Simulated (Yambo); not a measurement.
A run of Yambo 5.3.0 is set up as follows.

optics4.in

```
optics
chi
Chimod= "HARTREE"
% BndsRnXd
 1 | 25 |
%
NGsBlkXd= 4 Ry
% LongDrXd
 1 | 0 | 0 |
%
% QpntsRXd
 1 | 1 |
%
% EnRngeXd
 0 | 20 | eV
%
% DmRngeXd
 0.3 | 0.3 | eV
%
ETStpsXd= 150
```

scf.in

```
&CONTROL
  calculation = 'scf'
  prefix = 'pwscf'
  outdir = './tmp'
  pseudo_dir = './pseudo'
/
&SYSTEM
  ibrav = 0
  nat = 1
  ntyp = 1
  ecutwfc = 76
  nbnd = 16
  occupations = 'smearing'
  smearing = 'fd'
  degauss = 0.00367493
  force_symmorphic = .true.
/
&ELECTRONS
  conv_thr = 2d-10
  electron_maxstep = 120
  mixing_beta = 0.5
/
ATOMIC_SPECIES
Au   196.9666 Au.upf
CELL_PARAMETERS angstrom
   0.0000000000    2.0350000000    2.0350000000
   2.0350000000    0.0000000000    2.0350000000
   2.0350000000    2.0350000000    0.0000000000
ATOMIC_POSITIONS crystal
Au     0.0000000000    0.0000000000    0.0000000000
K_POINTS automatic
20 20 20 0 0 0
```

File nscf.in:

```
&CONTROL
  calculation = 'nscf'
  prefix = 'pwscf'
  outdir = './tmp'
  pseudo_dir = './pseudo'
/
&SYSTEM
  ibrav = 0
  nat = 1
  ntyp = 1
  ecutwfc = 76
  nbnd = 40
  occupations = 'smearing'
  smearing = 'fd'
  degauss = 0.00367493
  force_symmorphic = .true.
/
&ELECTRONS
  conv_thr = 1d-08
  diago_full_acc = .true.
  diago_thr_init = 1d-06
/
ATOMIC_SPECIES
Au   196.9666 Au.upf
CELL_PARAMETERS angstrom
   0.0000000000    2.0350000000    2.0350000000
   2.0350000000    0.0000000000    2.0350000000
   2.0350000000    2.0350000000    0.0000000000
ATOMIC_POSITIONS crystal
Au     0.0000000000    0.0000000000    0.0000000000
K_POINTS automatic
20 20 20 0 0 0
```

Potentials or basis: PseudoDojo 0.4.1 SR PBE standard.

The run is started by

```sh
$ OMP_NUM_THREADS=1 pw.x -in scf.in > scf.out
$ OMP_NUM_THREADS=1 pw.x -in nscf.in > nscf.out
$ cd tmp/pwscf.save; p2y; mv SAVE ../..; cd ../..
$ OMP_NUM_THREADS=1 yambo
$ OMP_NUM_THREADS=1 yambo -F optics4.in -J optics4 -C optics4_out
```

Question: Predict the band gap on the k mesh, mean-field level.

Answer: None (metal or under the smearing width).

Dielectric function (along the field direction of the input):
```csv
energy (eV),real part,imaginary part
0.27,8.73,0.09
0.94,9.22,0.42
1.61,10.68,1.53
2.28,10.30,6.11
2.95,6.67,6.41
3.62,5.14,5.90
4.30,3.87,5.71
4.97,3.31,4.33
5.64,3.62,4.43
6.31,3.54,4.39
6.98,2.75,5.16
7.65,1.98,4.93
8.32,1.07,4.44
8.99,0.68,3.66
9.66,0.63,2.97
10.47,0.94,2.50
11.14,1.15,2.31
11.81,1.21,2.41
12.48,1.09,2.49
13.15,0.92,2.18
13.83,0.85,2.02
14.50,0.86,1.91
15.17,1.00,1.72
15.84,1.01,1.65
16.51,1.04,1.60
17.18,1.20,1.54
17.85,1.31,1.45
18.52,1.66,1.84
19.19,1.29,2.41
20.00,0.66,2.46
```

Caveat: the intraband (Drude) term of the metal is left out; these spectra lack excitons. Spin-orbit coupling is left out, which matters for the levels of Au.
